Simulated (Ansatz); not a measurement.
**C2H5ClOSi: a ladder of functionals and wavefunction methods**

The task here is to estimate one member of a computed series from the others.

Program: Ansatz 0.2.0, Gaussian basis. Level of theory: functionals in def2-TZVPP, the program's frozen cores in correlated methods. These are calculated values, not measurements.

The runs, in order: PBE-D4, r2SCAN-D4, PBE0-D4, B3LYP-D4, ωB97X-V, ωB97M-V, B2PLYP; CCSD(T)/def2-TZVPP; MP2/def2-QZVPP; extrapolation to the limit.

**The geometry**

The geometry comes from an earlier relaxation with PBE0-D4 in a triple-zeta def2 set; it is a stationary point, not always the lowest conformer.

SMILES `C=C(Cl)O[SiH3]`, 10 atoms, charge 0, spin multiplicity 1.

Atoms are counted from 1 here; the program's logs count them from 0.

Bond lengths: C1–C2 1.324 Å, C1–H6 1.078 Å, C1–H7 1.081 Å, C2–Cl3 1.744 Å, C2–O4 1.331 Å, O4–Si5 1.669 Å, Si5–H8 1.479 Å, Si5–H9 1.482 Å, Si5–H10 1.482 Å. Angles: C2–C1–H6 120.8°, C2–C1–H7 119.2°, H6–C1–H7 120.0°, C1–C2–Cl3 121.0°, C1–C2–O4 124.2°, Cl3–C2–O4 114.8°, C2–O4–Si5 129.4°, O4–Si5–H8 102.9°, O4–Si5–H9 111.0°, O4–Si5–H10 111.0°, H8–Si5–H9 110.7°, H8–Si5–H10 110.6°, H9–Si5–H10 110.5°.

The first run:

Contents of in.yaml:

```yaml
crystal:
  periodic: [false, false, false]
  atoms:
    - {symbol: C, position_ang: [-1.351785, 1.317358, 0.993402]}
    - {symbol: C, position_ang: [-0.308728, 0.618761, 0.573412]}
    - {symbol: Cl, position_ang: [1.262511, 0.823616, 1.301364]}
    - {symbol: O, position_ang: [-0.355479, -0.276891, -0.410083]}
    - {symbol: Si, position_ang: [0.866326, -1.222914, -1.040821]}
    - {symbol: H, position_ang: [-1.252448, 2.030644, 1.795855]}
    - {symbol: H, position_ang: [-2.312211, 1.166395, 0.519858]}
    - {symbol: H, position_ang: [0.175431, -1.993839, -2.096931]}
    - {symbol: H, position_ang: [1.420495, -2.130378, -0.009146]}
    - {symbol: H, position_ang: [1.939089, -0.383853, -1.624008]}
basis:
  gaussian: {orbitals: def2-TZVPP}
hamiltonian: {xc: pbe, dispersion: d4}
output: {forces: true, orbitals: {seedname: orbitals}}
```

Launch:

```console
ansatz run in.yaml --threads 4 --pin off --events-out ev --progress --plain --max-ram 10444MiB
```

Among the steps run: PBE-D4 (GGA); r2SCAN-D4 (meta-GGA); PBE0-D4 (hybrid); B3LYP-D4 (hybrid); ωB97X-V (range-separated); ωB97M-V (range-separated); B2PLYP (double hybrid); CCSD(T) in def2-TZVPP; MP2 in def2-QZVPP.

One of the session's tables, all rows but one given; the rest of the session is left out.

| method | atomisation energy (kcal/mol) |
| --- | --- |
| PBE-D4 | 896.2 |
| r2SCAN-D4 | 881.6 |
| PBE0-D4 | 878.2 |
| B3LYP-D4 | 876.1 |
| ωB97X-V | 880.1 |
| ωB97M-V | 880.7 |
| B2PLYP | ? |
| HF/def2-TZVPP | 632.1 |
| MP2/def2-TZVPP | 871.4 |
| CCSD/def2-TZVPP | 837.8 |
| CCSD(T)/def2-TZVPP | 853.1 |
| MP2/CBS | 895.8 |
| CCSD(T)/CBS | 877.5 |

**Question.** Estimate the row for B2PLYP.

As computed: atomisation energy (kcal/mol): 866.9. In the column «atomisation energy (kcal/mol)» it lies between CCSD(T)/def2-TZVPP (853.1) and MP2/def2-TZVPP (871.4).

To keep in mind: Free atoms (2 C, 1 Cl, 1 O, 1 Si, 5 H) were run apart at each level; the atomisation energy is their sum less the molecule, without zero-point or spin-orbit terms.
